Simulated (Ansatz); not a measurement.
**ClF₂H₂HfN: a ladder of functionals and wavefunction methods**

An exercise on one series of results from a longer session: the logs are not shown, and one member is left open.

Computed with Ansatz 0.2.0, Gaussian basis. Level: functionals in def2-TZVPP, the program's frozen cores in correlated methods.

Levels to be run: LDA (SPW92), PBE-D4, revPBE-D4, BLYP-D4, r2SCAN-D4, B97M-V, PBE0-D4, B3LYP-D4, r2SCANh-D4, r2SCAN0-D4, HSE06-D4, BHLYP-D4, CAM-B3LYP-D4, LC-ωPBE, ωB97X-V, ωB97M-V, B2PLYP, PBE-QIDH; CCSD(T)/def2-SVP; CCSD(T)/def2-TZVPP; MP2/def2-QZVPP; extrapolation to the limit; RPA on PBE.

## The relaxed structure

All runs share one geometry, relaxed beforehand with PBE0-D4 in a triple-zeta def2 set. Hf takes the def2 core potential; no spin-orbit term is included.

SMILES `[NH2][Hf]([F])([F])[Cl]`, 7 atoms, charge 0, spin multiplicity 1.

Atoms are counted from 1 here; the program's logs count them from 0.

Bond lengths: N1–Hf2 2.008 Å, N1–H6 1.011 Å, N1–H7 1.011 Å, Hf2–F3 1.900 Å, Hf2–F4 1.900 Å, Hf2–Cl5 2.358 Å. Angles: Hf2–N1–H6 125.6°, Hf2–N1–H7 125.6°, H6–N1–H7 108.9°, N1–Hf2–F3 107.2°, N1–Hf2–F4 107.2°, N1–Hf2–Cl5 110.1°, F3–Hf2–F4 113.6°, F3–Hf2–Cl5 109.3°, F4–Hf2–Cl5 109.4°.

Set-up of the first run:

Contents of in.yaml:

```yaml
crystal:
  periodic: [false, false, false]
  atoms:
    - {symbol: N, position_ang: [1.203237, 0.016281, 0.364769]}
    - {symbol: Hf, position_ang: [-0.738690, -0.077034, -0.136931]}
    - {symbol: F, position_ang: [-1.733159, 0.583018, 1.341735]}
    - {symbol: F, position_ang: [-1.121666, -1.888839, -0.563116]}
    - {symbol: Cl, position_ang: [-1.154965, 1.274539, -2.023722]}
    - {symbol: H, position_ang: [1.930196, -0.594305, 0.017327]}
    - {symbol: H, position_ang: [1.615047, 0.686341, 0.999928]}
basis:
  gaussian: {orbitals: def2-TZVPP}
hamiltonian: {xc: lda}
output: {orbitals: {seedname: orbitals}}
```

Launch:

```sh
$ ansatz run in.yaml --threads 4 --pin off --events-out ev --progress --plain --max-ram 10444MiB
```

Steps of the session up to this table: LDA; PBE-D4 (GGA); revPBE-D4 (GGA); BLYP-D4 (GGA); r2SCAN-D4 (meta-GGA); B97M-V (meta-GGA); PBE0-D4 (hybrid); B3LYP-D4 (hybrid); r2SCANh-D4 (hybrid); r2SCAN0-D4 (hybrid); HSE06-D4 (hybrid); BHLYP-D4 (hybrid); CAM-B3LYP-D4 (range-separated); LC-ωPBE (range-separated); ωB97X-V (range-separated); ωB97M-V (range-separated); B2PLYP (double hybrid); PBE-QIDH (double hybrid).

One table of the session follows, with a row left open; its other results are not shown here.

It belongs to the step «Frontier levels by functional». 

```
  functional  HOMO (eV)  gap (eV)
 LDA (SPW92)      -7.03      5.04
      PBE-D4      -6.81      5.12
   revPBE-D4      -6.73      5.15
     BLYP-D4      -6.68      5.09
   r2SCAN-D4      -7.13      5.68
      B97M-V      -7.15      5.75
     PBE0-D4          ?         ?
    B3LYP-D4      -7.98      6.97
  r2SCANh-D4      -7.66      6.55
  r2SCAN0-D4      -8.46      7.86
    HSE06-D4      -7.83      6.69
    BHLYP-D4      -9.55      9.53
CAM-B3LYP-D4      -9.66      9.80
     LC-ωPBE     -11.07     12.43
     ωB97X-V     -10.68     11.82
     ωB97M-V     -10.56     11.26
```

Q: Estimate the row for PBE0-D4 from the others.

As computed: HOMO (eV): -8.24; gap (eV): 7.48. In the column «HOMO (eV)» it lies between r2SCAN0-D4 (-8.46) and B3LYP-D4 (-7.98).
